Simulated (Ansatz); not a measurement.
Run this with Ansatz 0.2.0 through its Python package and show what comes out.

`dimer_bbr2h.py`:
```python
"""Interaction energy of two BBr2H molecules, with the counterpoise correction."""

import ansatz as az

FIRST = [
    ("Br", (0.7674, 0.2483, 1.7459)),
    ("B", (-0.2192, 0.0678, -0.0203)),
    ("Br", (0.7211, -0.7282, -1.5882)),
    ("H", (-1.2694, 0.4122, -0.1373)),
]
SECOND = [
    ("Br", (1.424, 2.7182, 3.2677)),
    ("B", (0.5943, 4.0937, 2.0248)),
    ("Br", (-1.3794, 4.0899, 1.741)),
    ("H", (1.2161, 4.8435, 1.4897)),
]

def energy(atoms, ghosts=()):
    molecule = az.Crystal.molecule()
    for symbol, xyz in atoms:
        molecule = molecule.atom(symbol, xyz)
    calc = (
        molecule.calculation()
        .basis(gaussian="def2-SVP")
        .functional("r2SCAN")
    )
    deck = calc.input()
    if ghosts:
        deck = deck.set(az.key.basis.gaussian.ghost_atoms, [{"symbol": s, "position_ang": list(xyz)} for s, xyz in ghosts])
    return az.Session.from_dict(deck).plan().execute().report["free_energy_ev"]


def main() -> None:
    # monomers in their own basis and in the basis of the dimer
    both = energy(FIRST + SECOND)
    alone = energy(FIRST) + energy(SECOND)
    ghosted = energy(FIRST, SECOND) + energy(SECOND, FIRST)
    print(f"dimer {both:.6f} eV")
    print(f"interaction, uncorrected   {96.485332 * (both - alone):8.3f} kJ/mol")
    print(f"interaction, counterpoise  {96.485332 * (both - ghosted):8.3f} kJ/mol")
    print(f"basis-set superposition    {96.485332 * (alone - ghosted):8.3f} kJ/mol")


if __name__ == "__main__":
    main()
```

`python dimer_bbr2h.py` gives:
```text
dimer -281535.929104 eV
interaction, uncorrected     36.219 kJ/mol
interaction, counterpoise    40.000 kJ/mol
basis-set superposition       3.781 kJ/mol
```

Uncorrected it is 36.219 kJ/mol, with the counterpoise correction 40.000 kJ/mol; the difference, 3.781 kJ/mol, is the superposition error. In this basis both values are repulsive.

Caveats:
- Total energies depend on the basis set; only differences at equal settings carry meaning.
- The dimer is a generated trial pose of unrelaxed monomers, not a minimum, so the figure is no binding energy, and the basis set is small.
- This level lacks the dispersion part of the attraction (electrostatics and induction are there), which can decide the sign where the interaction is weak.
- The whole script took 71 s on 1 thread of Arm Neoverse N1, on a shared host, peak memory 0.34 GiB.
